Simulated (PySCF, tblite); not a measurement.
# C4H7FO2: geometry, infrared bands and NMR shifts

What infrared bands and NMR shifts should C4H7FO2 (`C[C@@H]1OC[C@H](F)O1`) show?

Computed with tblite 0.8.0 and PySCF 2.14.0, with density-fitted response routines of our own, on a single molecule in the gas phase. Atoms count from 0, in the outputs and in this text.

### 1 The molecule as given

14 atoms, charge 0, multiplicity 1; geometry from: force field or distance geometry start.

Bonds of the start (Å): C0–C1 1.51, C1–O2 1.37, O2–C3 1.40, C3–C4 1.50, C4–F5 1.38, C4–O6 1.38, O6–C1 1.38, C0–H7 1.11, C0–H8 1.11, C0–H9 1.10, C1–H10 1.12, C3–H11 1.11, C3–H12 1.09, C4–H13 1.09.

### 2 Optimising the geometry with GFN2-xTB

Job settings and geometry (Å):

```
{"job": {"kind": "relax", "xc": "GFN2-xTB", "basis": "xTB"}, "charge": 0, "multiplicity": 1}
C      1.824400    -0.202900    -0.023300
C      0.538900    -0.181500     0.778000
O     -0.285400    -1.161900     0.282300
C     -1.227000    -0.541700    -0.548400
C     -1.286400     0.846000     0.016800
F     -1.426800     1.732800    -1.026900
O     -0.049200     1.053500     0.588300
H      1.652500    -0.726100    -0.982800
H      2.139700     0.835300    -0.275700
H      2.604700    -0.698000     0.564600
H      0.758800    -0.374900     1.858200
H     -2.229900    -0.997800    -0.419800
H     -0.955300    -0.588100    -1.605200
H     -2.059700     1.004800     0.771800
```

Started as:

```bash
OMP_NUM_THREADS=1 python probes_run.py task.json out
```

The driver reads the jobs from task.json and runs them one after another.

**Question.** This job is followed by: GFN2-xTB harmonic vibrations, gas phase; GIAO PBE0/pcSseg-1 NMR shielding, non-relativistic, gas phase. Predict these results of the whole session: strongest single infrared mode (GFN2-xTB); zero-point energy (GFN2-xTB); 13C shifts against TMS (PBE0/pcSseg-1); 1H shifts against TMS (PBE0/pcSseg-1, means over atoms taken as alike); 17O shifts against H2O (PBE0/pcSseg-1); 19F shifts against CFCl3 (PBE0/pcSseg-1).

As calculated:

| quantity | value |
| --- | --- |
| strongest single infrared mode (GFN2-xTB) | 1143 cm⁻¹, 185 km/mol |
| zero-point energy (GFN2-xTB) | 68.6 kcal/mol |
| 13C shifts against TMS (PBE0/pcSseg-1) | 114.3, 111.5, 76.0, 23.3 ppm |
| 1H shifts against TMS (PBE0/pcSseg-1, means over atoms taken as alike) | 6.14, 5.93, 4.37, 4.30, 1.41 ppm |
| 17O shifts against H2O (PBE0/pcSseg-1) | 155.5, 84.9 ppm |
| 19F shifts against CFCl3 (PBE0/pcSseg-1) | -126.4 ppm |

Relaxing lowered the energy by 0.492 eV in 77 steps; the close pair that moved most is C3–C4, from 1.500 to 1.543 Å. All 36 modes are real, so the xTB geometry is a minimum. The strongest single mode, at 1143 cm⁻¹, has its largest shares on C1, O2 and O6 (the list is cut at 3 atoms). Unscaled tight-binding wavenumbers are off by several per cent, some by more. Its intensities can rank the bands wrongly. The most deshielded hydrogen is H13 (hydrogen on an sp3 CH bonded to F and O), at 6.14 ppm: its carbon carries F and O, hence the downfield position. At PBE0/pcSseg-1: The widest tensor belongs to O2: span 202 ppm, with a paramagnetic part of -147 ppm.
